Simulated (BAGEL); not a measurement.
# SiN2H6O (SMILES N[SiH](N)O) at 3 levels

Wanted: a comparison of 3 runs (HF/STO-3G, HF/3-21G, HF/def2-SVP) of SiN2H6O. 

The results are computed with BAGEL 1.2.2.

## Step 1: The structure to begin with

The species is SiN2H6O (10 atoms), meant as a singlet with charge 0. SMILES: `N[SiH](N)O`. One bond was lengthened or shortened from a relaxed shape.

Bond lengths: N1–Si2 1.713 Å, Si2–N3 1.962 Å, Si2–O4 1.648 Å, N1–H5 1.007 Å, N1–H6 1.007 Å, Si2–H7 1.482 Å, N3–H8 1.007 Å, N3–H9 1.006 Å, O4–H10 0.959 Å. Some angles: N1–Si2–N3 104.7°, N1–Si2–O4 106.6°, N3–Si2–O4 119.3°, N1–Si2–H7 118.9°, N3–Si2–H7 106.1°, O4–Si2–H7 102.2°, Si2–N1–H5 119.8°, Si2–N1–H6 119.6°, Si2–N3–H8 121.6°, Si2–N3–H9 120.9°.

## Step 2: A single-point energy at HF/STO-3G (density fitting with qzvpp-jkfit) (run 1)

Contents of input.json:

```json
{ "bagel" : [

{
  "title" : "molecule",
  "basis" : "sto-3g",
  "df_basis" : "qzvpp-jkfit",
  "angstrom" : true,
  "geometry" : [
    { "atom" : "N", "xyz" : [   -0.664382,    1.415795,   -0.251828 ] },
    { "atom" : "Si", "xyz" : [    0.603418,    0.285995,   -0.026928 ] },
    { "atom" : "N", "xyz" : [   -0.248600,   -1.249800,    0.847400 ] },
    { "atom" : "O", "xyz" : [    1.317818,    0.081995,   -1.498228 ] },
    { "atom" : "H", "xyz" : [   -0.509582,    2.236595,   -0.814228 ] },
    { "atom" : "H", "xyz" : [   -1.302082,    1.605595,    0.504172 ] },
    { "atom" : "H", "xyz" : [    1.753818,    0.659795,    0.829972 ] },
    { "atom" : "H", "xyz" : [   -1.123500,   -1.625000,    0.519700 ] },
    { "atom" : "H", "xyz" : [    0.302300,   -1.942900,    1.325300 ] },
    { "atom" : "H", "xyz" : [    0.731918,   -0.117105,   -2.230628 ] }
  ]
},
{
  "title" : "hf"
},
{
  "title" : "print",
  "file" : "orbitals.molden",
  "orbitals" : true
}

]}
```

Started as:

```sh
$ BAGEL_NUM_THREADS=1 BAGEL input.json > input.out
```

What it wrote:

```text
* using 1 threads per process

  ===============================================================
  ===============================================================

  *** Geometry ***

  { "atom" : "N", "xyz" : [     -1.255500,      2.675465,     -0.475886 ] },
  { "atom" : "Si", "xyz" : [      1.140295,      0.540452,     -0.050887 ] },
  { "atom" : "N", "xyz" : [     -0.469786,     -2.361780,      1.601354 ] },
  { "atom" : "O", "xyz" : [      2.490315,      0.154948,     -2.831241 ] },
  { "atom" : "H", "xyz" : [     -0.962970,      4.226552,     -1.538668 ] },
  { "atom" : "H", "xyz" : [     -2.460578,      3.034135,      0.952747 ] },
  { "atom" : "H", "xyz" : [      3.314236,      1.246832,      1.568420 ] },
  { "atom" : "H", "xyz" : [     -2.123107,     -3.070805,      0.982091 ] },
  { "atom" : "H", "xyz" : [      0.571264,     -3.671549,      2.504454 ] },
  { "atom" : "H", "xyz" : [      1.383125,     -0.221296,     -4.215276 ] },

  Number of auxiliary basis functions:      467

  Since a DF basis is specified, we compute 2- and 3-index integrals:
    o Being stored without compression. Storage requirement is 0.003 GB

  Number of basis functions:       30
  Number of electrons      :       42

    * METHOD: MOLECULE                             0.45

  *** RHF ***

  === Nuclear Repulsion ===
   179.9937735178

      * DIIS with orbital gradients will be used.

  === RHF iteration (sto-3g) ===
      0       -470.33651862          0.01719591           0.04
      1       -470.42173471          0.00352082           0.04
      2       -470.42559888          0.00065665           0.04
      3       -470.42587431          0.00010426           0.03
      4       -470.42588228          0.00003095           0.04
      5       -470.42588307          0.00000662           0.03
      6       -470.42588311          0.00000234           0.04
      7       -470.42588312          0.00000053           0.03
      8       -470.42588312          0.00000010           0.04
      9       -470.42588312          0.00000003           0.06
     10       -470.42588312          0.00000001           0.10
    * SCF iteration converged.

    * Permanent dipole moment:
           (    0.266838,    -0.187056,     0.115183) a.u.

    * METHOD: HF                                   0.73

    * METHOD: PRINT                                0.01

  ===============================================================
```

Wall time 1.7 s (1 thread of Intel Xeon at 2.50GHz (Skylake/Cascade Lake), shared host); peak memory 0.08 GiB.

## Step 3: The energy at HF/3-21G (density fitting with qzvpp-jkfit) (run 2)

Contents of hf.json:

```json
{ "bagel" : [

{
  "title" : "molecule",
  "basis" : "3-21g",
  "df_basis" : "qzvpp-jkfit",
  "angstrom" : true,
  "geometry" : [
    { "atom" : "N", "xyz" : [   -0.664382,    1.415795,   -0.251828 ] },
    { "atom" : "Si", "xyz" : [    0.603418,    0.285995,   -0.026928 ] },
    { "atom" : "N", "xyz" : [   -0.248600,   -1.249800,    0.847400 ] },
    { "atom" : "O", "xyz" : [    1.317818,    0.081995,   -1.498228 ] },
    { "atom" : "H", "xyz" : [   -0.509582,    2.236595,   -0.814228 ] },
    { "atom" : "H", "xyz" : [   -1.302082,    1.605595,    0.504172 ] },
    { "atom" : "H", "xyz" : [    1.753818,    0.659795,    0.829972 ] },
    { "atom" : "H", "xyz" : [   -1.123500,   -1.625000,    0.519700 ] },
    { "atom" : "H", "xyz" : [    0.302300,   -1.942900,    1.325300 ] },
    { "atom" : "H", "xyz" : [    0.731918,   -0.117105,   -2.230628 ] }
  ]
},
{ "title" : "hf" },
{ "title" : "print", "file" : "orbitals.molden", "orbitals" : true }

]}
```

Started as:

```sh
$ BAGEL_NUM_THREADS=1 BAGEL hf.json > hf.out
```

What it wrote:

```text
* using 1 threads per process

  ===============================================================
  ===============================================================

  *** Geometry ***

  { "atom" : "N", "xyz" : [     -1.255500,      2.675465,     -0.475886 ] },
  { "atom" : "Si", "xyz" : [      1.140295,      0.540452,     -0.050887 ] },
  { "atom" : "N", "xyz" : [     -0.469786,     -2.361780,      1.601354 ] },
  { "atom" : "O", "xyz" : [      2.490315,      0.154948,     -2.831241 ] },
  { "atom" : "H", "xyz" : [     -0.962970,      4.226552,     -1.538668 ] },
  { "atom" : "H", "xyz" : [     -2.460578,      3.034135,      0.952747 ] },
  { "atom" : "H", "xyz" : [      3.314236,      1.246832,      1.568420 ] },
  { "atom" : "H", "xyz" : [     -2.123107,     -3.070805,      0.982091 ] },
  { "atom" : "H", "xyz" : [      0.571264,     -3.671549,      2.504454 ] },
  { "atom" : "H", "xyz" : [      1.383125,     -0.221296,     -4.215276 ] },

  Number of auxiliary basis functions:      467

  Since a DF basis is specified, we compute 2- and 3-index integrals:
    o Being stored without compression. Storage requirement is 0.010 GB

  Number of basis functions:       52
  Number of electrons      :       42

    * METHOD: MOLECULE                             0.39

  *** RHF ***

  === Nuclear Repulsion ===
   179.9937735178

      * DIIS with orbital gradients will be used.

  === RHF iteration (3-21g) ===
      0       -473.48949907          0.03419863           0.07
      1       -473.65561276          0.01721073           0.06
      2       -473.70971477          0.00131697           0.06
      3       -473.71034630          0.00035460           0.06
      4       -473.71038159          0.00010356           0.06
      5       -473.71038842          0.00002113           0.06
      6       -473.71038877          0.00000649           0.05
      7       -473.71038879          0.00000298           0.05
      8       -473.71038879          0.00000054           0.05
      9       -473.71038879          0.00000024           0.06
     10       -473.71038879          0.00000007           0.06
     11       -473.71038879          0.00000002           0.06
     12       -473.71038879          0.00000001           0.06
    * SCF iteration converged.

    * Permanent dipole moment:
           (    0.737987,    -0.167947,     0.182583) a.u.

    * METHOD: HF                                   1.01

    * METHOD: PRINT                                0.01

  ===============================================================
```

Run time: 1.9 s. Hardware: 1 thread of Intel Xeon at 2.50GHz (Skylake/Cascade Lake), shared host; peak memory 0.08 GiB.

## Step 4: The energy at HF/def2-SVP (density fitting with qzvpp-jkfit) (run 3)

Edit input.json of step 2 so:

```diff
@@ -4,5 +4,5 @@
   "title" : "molecule",
-  "basis" : "sto-3g",
+  "basis" : "svp",
   "df_basis" : "qzvpp-jkfit",
-  "angstrom" : true,
+  "angstrom" : "true",
   "geometry" : [
@@ -26,3 +26,3 @@
   "file" : "orbitals.molden",
-  "orbitals" : true
+  "orbitals" : "true"
 }
```

Started as:

```sh
$ BAGEL_NUM_THREADS=1 BAGEL input.json > input.out
```

What it wrote:

```text
* using 1 threads per process

  ===============================================================
  ===============================================================

  *** Geometry ***

  { "atom" : "N", "xyz" : [     -1.255500,      2.675465,     -0.475886 ] },
  { "atom" : "Si", "xyz" : [      1.140295,      0.540452,     -0.050887 ] },
  { "atom" : "N", "xyz" : [     -0.469786,     -2.361780,      1.601354 ] },
  { "atom" : "O", "xyz" : [      2.490315,      0.154948,     -2.831241 ] },
  { "atom" : "H", "xyz" : [     -0.962970,      4.226552,     -1.538668 ] },
  { "atom" : "H", "xyz" : [     -2.460578,      3.034135,      0.952747 ] },
  { "atom" : "H", "xyz" : [      3.314236,      1.246832,      1.568420 ] },
  { "atom" : "H", "xyz" : [     -2.123107,     -3.070805,      0.982091 ] },
  { "atom" : "H", "xyz" : [      0.571264,     -3.671549,      2.504454 ] },
  { "atom" : "H", "xyz" : [      1.383125,     -0.221296,     -4.215276 ] },

  Number of auxiliary basis functions:      467

  Since a DF basis is specified, we compute 2- and 3-index integrals:
    o Being stored without compression. Storage requirement is 0.030 GB

  Number of basis functions:       90
  Number of electrons      :       42

    * METHOD: MOLECULE                             0.50

  *** RHF ***

  === Nuclear Repulsion ===
   179.9937735178

      * DIIS with orbital gradients will be used.

  === RHF iteration (svp) ===
      0       -475.71917465          0.02347511           0.13
      1       -475.94144283          0.01375629           0.12
      2       -476.03761003          0.00128935           0.12
      3       -476.03888577          0.00039737           0.12
      4       -476.03897405          0.00009465           0.13
      5       -476.03898080          0.00001917           0.12
      6       -476.03898134          0.00000774           0.12
      7       -476.03898141          0.00000272           0.12
      8       -476.03898141          0.00000061           0.12
      9       -476.03898141          0.00000022           0.12
     10       -476.03898141          0.00000009           0.12
     11       -476.03898141          0.00000003           0.12
     12       -476.03898141          0.00000001           0.13
     13       -476.03898141          0.00000001           0.12
    * SCF iteration converged.

    * Permanent dipole moment:
           (    0.653853,    -0.226413,     0.252799) a.u.

    * METHOD: HF                                   2.09

    * METHOD: PRINT                                0.02

  ===============================================================
```

It took 3.3 s on 1 thread of Intel Xeon at 2.50GHz (Skylake/Cascade Lake), shared host; peak memory 0.12 GiB.

## Step 5: Overview of the runs

| run | level | energy (Eh) | dipole moment (D) | HOMO energy (eV) | LUMO energy (eV) | wall time |
| --- | --- | --- | --- | --- | --- | --- |
| 1 | HF/STO-3G (density fitting with qzvpp-jkfit) | -470.425883 | 0.88 | -7.57 | 10.94 | 1.7 s |
| 2 | HF/3-21G (density fitting with qzvpp-jkfit) | -473.710389 | 1.98 | -9.99 | 6.03 | 1.9 s |
| 3 | HF/def2-SVP (density fitting with qzvpp-jkfit) | -476.038981 | 1.87 | -10.25 | 4.55 | 3.3 s |

## Step 6: What came out

```
            quantity          value
 run 3: total energy  -476.03898 Eh
run 3: dipole moment         1.87 D
  run 3: HOMO energy      -10.25 eV
  run 3: LUMO energy        4.55 eV
run 3: HOMO–LUMO gap       14.80 eV
```

**Reading.** The dipole moment (its size) runs from 0.88 D (HF/STO-3G) to 1.98 D (HF/3-21G). The HOMO–LUMO gap runs from 14.80 eV (HF/def2-SVP) to 18.51 eV (HF/STO-3G). In run 1 the basis is minimal, so the values are rough. All runs together took 6.8 s, the longest 3.3 s.
